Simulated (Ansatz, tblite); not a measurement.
# [AlCl6]3-: one state, many levels

How do method and basis change the picture of [AlCl6]3- (singlet)?

Method: as each input shows; program: Ansatz 0.2.0, Gaussian basis.

The runs, in order: GFN1-xTB, GFN2-xTB, PBE-D4/def2-TZVPD, r2SCAN-D4/def2-TZVPD, B2PLYP/def2-TZVPD, LDA/def2-TZVPD, r2SCAN0-D4/def2-TZVPD, PBE-D4/def2-SVPD, PBE0-D4/def2-SVPD, HF/6-31G, B3LYP-D4/6-31G, CCSD(T)/def2-SVPD, MP2/def2-TZVPD, RPA/def2-TZVPD.

3 further runs of the same task are left out: 1 that didn't finish, 2 set aside as unsound or not needed.

## (1) The geometry

The singlet was relaxed beforehand with PBE-D4/def2-SVPD.

7 atoms, charge -3, spin multiplicity 1.

Bond lengths: Al1–Cl2 2.437 Å, Al1–Cl3 2.437 Å, Al1–Cl4 2.437 Å, Al1–Cl5 2.437 Å, Al1–Cl6 2.437 Å, Al1–Cl7 2.437 Å. Angles: Cl2–Al1–Cl3 180.0°, Cl2–Al1–Cl4 90.0°, Cl2–Al1–Cl5 90.0°, Cl2–Al1–Cl6 90.0°, Cl2–Al1–Cl7 90.0°, Cl3–Al1–Cl4 90.0°, Cl3–Al1–Cl5 90.0°, Cl3–Al1–Cl6 90.0°, Cl3–Al1–Cl7 90.0°, Cl4–Al1–Cl5 180.0°, Cl4–Al1–Cl6 90.0°, Cl4–Al1–Cl7 90.0°, Cl5–Al1–Cl6 90.0°, Cl5–Al1–Cl7 90.0°, Cl6–Al1–Cl7 180.0°.

The ion is computed in the gas phase, without counter-ions or solvent.

PBE0-D4/def2-TZVPD was run before; its log isn't repeated, and its numbers join the tables.

## (2) GFN1-xTB

Tight binding, by tblite at 300 K electronic temperature and without a spin-polarisation term:

```python
tblite.interface.Calculator('GFN1-xTB', numbers, positions, charge=-3, uhf=0).singlepoint()
```

Energy -752.0584 eV, HOMO -1.28 eV, LUMO 3.25 eV; 0.032 s.

## (3) GFN2-xTB

Tight binding, by tblite at 300 K electronic temperature and without a spin-polarisation term:

```python
tblite.interface.Calculator('GFN2-xTB', numbers, positions, charge=-3, uhf=0).singlepoint()
```

Energy -792.1345 eV, HOMO 0.04 eV, LUMO 6.22 eV; 0.03 s.

## (4) PBE-D4/def2-TZVPD

start.molden holds the orbitals of an earlier run on this state, given as this run's starting guess.

Contents of in.yaml:

```yaml
crystal:
  periodic: [false, false, false]
  atoms:
    - {symbol: Al, position_ang: [-0.000021, -0.000033, 0.000066]}
    - {symbol: Cl, position_ang: [-0.020064, -0.010887, 2.437295]}
    - {symbol: Cl, position_ang: [0.020064, 0.010939, -2.437104]}
    - {symbol: Cl, position_ang: [2.437156, 0.005304, 0.019999]}
    - {symbol: Cl, position_ang: [-2.437151, -0.005273, -0.020127]}
    - {symbol: Cl, position_ang: [-0.005373, 2.437280, 0.010803]}
    - {symbol: Cl, position_ang: [0.005390, -2.437331, -0.010942]}
basis:
  gaussian: {orbitals: def2-TZVPD, initial_orbitals: start.molden}
total_charge: -3
hamiltonian: {xc: pbe, dispersion: d4}
scf: {omitted_lower_state_checks: [starts]}
output: {forces: true, orbitals: {seedname: orbitals}}
```

The run is started by

```
ansatz run in.yaml --threads 4 --pin off --events-out ev --progress --plain --max-ram 4787MiB
```

After this run come: r2SCAN-D4/def2-TZVPD; B2PLYP/def2-TZVPD; LDA/def2-TZVPD; r2SCAN0-D4/def2-TZVPD; PBE-D4/def2-SVPD; PBE0-D4/def2-SVPD; HF/6-31G; B3LYP-D4/6-31G; CCSD(T)/def2-SVPD; MP2/def2-TZVPD; RPA/def2-TZVPD.

Q: Predict the results of all the runs planned. Wanted: gap in def2-TZVPD, named functionals, smallest and largest; correlation energy, CCSD(T)/def2-SVPD; correlation energy, MP2/def2-TZVPD; PBE0 total energy, smallest basis above largest.

**Answer**, as computed:

```
                                                  quantity                                   value
gap in def2-TZVPD, named functionals, smallest and largest  2.58 eV (PBE-D4), 4.68 eV (r2SCAN0-D4)
                     correlation energy, CCSD(T)/def2-SVPD                               -29.70 eV
                        correlation energy, MP2/def2-TZVPD                               -34.47 eV
           PBE0 total energy, smallest basis above largest        26.48 eV (def2-SVPD, def2-TZVPD)
```

Over the named functionals in def2-TZVPD the gap runs from 2.58 eV (PBE-D4) to 4.68 eV (r2SCAN0-D4); exact exchange widens it. LDA, PBE-D4, r2SCAN-D4, PBE0-D4, r2SCAN0-D4 put the HOMO above zero: the outermost electron is held by the basis alone.
